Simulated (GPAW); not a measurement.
Set up this calculation in GPAW 26.7.0, as an ASE script.

```
Task                : band structure
Functional          : PBEsol
Potentials or basis : PAW data sets generated in the run's folder for this functional
Cutoff              : 800 eV
Basis               : pw
k mesh              : 6 × 6 × 6
Occupations         : fermi-dirac, width 0.05 eV
Spin                : collinear spin, ferromagnetic start
Starting moments    : [0.0, 2.0, 2.0, 2.0, 0.0, 0.0, 0.0, 0.0] μB
Maxiter             : 150
Band path           : GXMGRX,MR
Band points         : 60
```

TaV3N4:

```
CELL_PARAMETERS angstrom
4.22019 0.00000 0.00000
0.00000 4.22019 0.00000
0.00000 0.00000 4.22019
ATOMIC_POSITIONS crystal
Ta 0.50000 0.50000 0.50000
V 0.50000 0.00000 0.00000
V 0.00000 0.50000 0.00000
V 0.00000 0.00000 0.50000
N 0.00000 0.00000 0.00000
N 0.00000 0.50000 0.50000
N 0.50000 0.00000 0.50000
N 0.50000 0.50000 0.00000
```

The cell comes from a database or a generator and needn't be the stable form of this composition.

These files were run (other wordings do the same):

run.py

```python
from ase import Atoms
from ase.dft.bandgap import bandgap
from ase.io import write
from ase.units import GPa
from gpaw import GPAW, PW, setup_paths

setup_paths.insert(0, '.')

atoms = Atoms(['Ta', 'V', 'V', 'V', 'N', 'N', 'N', 'N'],
              cell=[[4.220192, 0.0, 0.0],
                    [0.0, 4.220192, 0.0],
                    [0.0, 0.0, 4.220192]],
              scaled_positions=[[0.5, 0.5, 0.5],
                                [0.5, 0.0, 0.0],
                                [0.0, 0.5, 0.0],
                                [0.0, 0.0, 0.5],
                                [0.0, 0.0, 0.0],
                                [0.0, 0.5, 0.5],
                                [0.5, 0.0, 0.5],
                                [0.5, 0.5, 0.0]],
              pbc=True)
atoms.set_initial_magnetic_moments([0.0, 2.0, 2.0, 2.0, 0.0, 0.0, 0.0, 0.0])

calc = GPAW(mode=PW(800),
            xc='PBEsol',
            kpts={'size': (6, 6, 6), 'gamma': True},
            occupations={'name': 'fermi-dirac', 'width': 0.05},
            nbands=63,
            convergence={'density': 1e-05, 'energy': 1e-05},
            maxiter=150,
            txt='gpaw.txt')
atoms.calc = calc
energy = atoms.get_potential_energy()
forces = atoms.get_forces()
stress = atoms.get_stress()
calc.write('gs.gpw')
write('result.traj', atoms)
print(f'Energy: {energy:.6f} eV')
print('Forces (eV/A):')
print(forces.round(4))
print('Stress (GPa):', (stress / GPa).round(3))
print('Moments:', calc.get_magnetic_moments().round(3))
print('Fermi level:', round(calc.get_fermi_level(), 4), 'eV')
print(f'Gap: {bandgap(calc)[0]:.4f} eV, direct: {bandgap(calc, direct=True)[0]:.4f} eV')

path = atoms.cell.bandpath('GXMGRX,MR', npoints=60, eps=1e-4)
bs_calc = calc.fixed_density(kpts=path, symmetry='off', nbands=86,
                             convergence={'bands': 'CBM+6.0', 'eigenstates': 1e-6}, txt='bands.txt')
bs = bs_calc.band_structure()
bs.write('bs.json')
print(f'Gap on the path: {bandgap(bs_calc)[0]:.4f} eV')
```

Potentials or basis: PAW data sets generated in the run's folder for this functional, pw.

Run with:

```console
$ gpaw-setup -f PBEsol N Ta V
$ OMP_NUM_THREADS=1 python run.py
```

Results of the run:

* Pressure: -9.0 GPa
* Band gap along the path: none (metal or under the smearing width)
* Net moment: 1.17 μB per cell
* Site moments: Ta -0.03; V +0.35; N -0.00, +0.01 μB

Caveat: spin-orbit coupling is left out, which moves the levels of the heavy elements.

It took 11 min on 1 thread of Arm Neoverse V2, on a shared host, peak memory 1.2 GiB.
